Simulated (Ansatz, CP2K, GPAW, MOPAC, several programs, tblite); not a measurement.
# Ga4SbP3 from cheap methods to r2SCAN

How much accuracy does each second buy? Ga4SbP3 is computed with 10 methods of unlike cost, up to r2SCAN.

Program: MOPAC, tblite, CP2K, Ansatz, GPAW (versions at each run). Level of theory: no spin polarisation, static lattice; gaps from single points on the cell relaxed beforehand with r²SCAN. These are calculated values, not measurements.

4 further runs of the same task are left out: 4 set aside as unsound or not needed.

### Step 1. The starting structure

Symmetry: P-4m2, No. 115, tetragonal system. The conventional cell has a = 3.976 Å, b = 3.976 Å, c = 11.236 Å, α = 90.00°, β = 90.00°, γ = 90.00°. P (site symmetry 2mm) is surrounded by 4 Ga at 2.39 Å. Ga (site symmetry 2mm) is surrounded by 4 P at 2.39 Å. Around P (site symmetry -4m2) lie 4 Ga at 2.39 Å. Around Ga (site symmetry 2mm) lie 2 P at 2.39 Å and 2 Sb at 2.58 Å. Sb (site symmetry -4m2) has 4 Ga at 2.58 Å in its first shell of neighbours.

Coordinates:

```
CELL_PARAMETERS angstrom
3.97572 0.00000 0.00000
0.00000 3.97572 0.00000
0.00000 0.00000 11.23615
ATOMIC_POSITIONS crystal
P 0.00000 0.00000 0.23621
Ga 0.00000 0.50000 0.11794
P 0.50000 0.50000 0.00000
Ga 0.50000 0.00000 0.88206
P 0.00000 0.00000 0.76379
Ga 0.00000 0.50000 0.64593
Sb 0.50000 0.50000 0.50000
Ga 0.50000 0.00000 0.35407
```

The structure type (ordered alloy on zincblende lattice) is imposed and need not be the compound's stable one.

**Question.** The methods are PM6, PM7, GFN1-xTB (tblite), GFN2-xTB (tblite), PBE/DZVP, PBE/SZV, coarse PBE, GLLB-SC, PBE, r2SCAN. What gap does r2SCAN give on this cell, and which other methods (full PBE left aside) come nearest to r2SCAN and farthest in gap, volume and bulk modulus?

```
                                               quantity                                             value
                                                 r2SCAN             gap 1.05 eV, 22.20 Å³/atom, B₀ 77 GPa
         gap: nearest and farthest of the other methods  PBE/SZV (+0.07 eV), GFN1-xTB (tblite) (-1.05 eV)
      volume: nearest and farthest of the other methods    PBE/DZVP (+3.9 %), GFN1-xTB (tblite) (+10.2 %)
bulk modulus: nearest and farthest of the other methods        GFN1-xTB (tblite) (-2 %), PBE/DZVP (-17 %)
```

For the gap, of the 6 methods compared (full PBE left aside), PBE/SZV comes nearest to r2SCAN and GFN1-xTB (tblite) is farthest. Among the 3 methods compared for the volume (full PBE left aside), PBE/DZVP is nearest to r2SCAN and GFN1-xTB (tblite) farthest. Among the 3 methods compared for the bulk modulus (full PBE left aside), GFN1-xTB (tblite) is nearest to r2SCAN and PBE/DZVP farthest. A minimal basis or a coarse cutoff and mesh shifts results by its own error, so closeness to r2SCAN can be chance. Cluster runs see only the k-points that fold onto the zone centre, so their gaps can miss the band edges. GLLB-SC is compared with its derivative discontinuity added. PM7, PM6 ended in an unphysical state and are left out of the comparison. No volume is given for GFN2-xTB (tblite), coarse PBE, which can hide a larger miss. CPU times run from 4.3 s (coarse PBE) to 63 s (GLLB-SC). On this cell GLLB-SC cost more than r2SCAN itself (47 s), so it is no saving here. GFN1-xTB (tblite) disagrees with r2SCAN even on whether there is a gap. r2SCAN is a yardstick, not the truth: it usually gives gaps below the measured ones. Spin-orbit coupling is left out throughout.
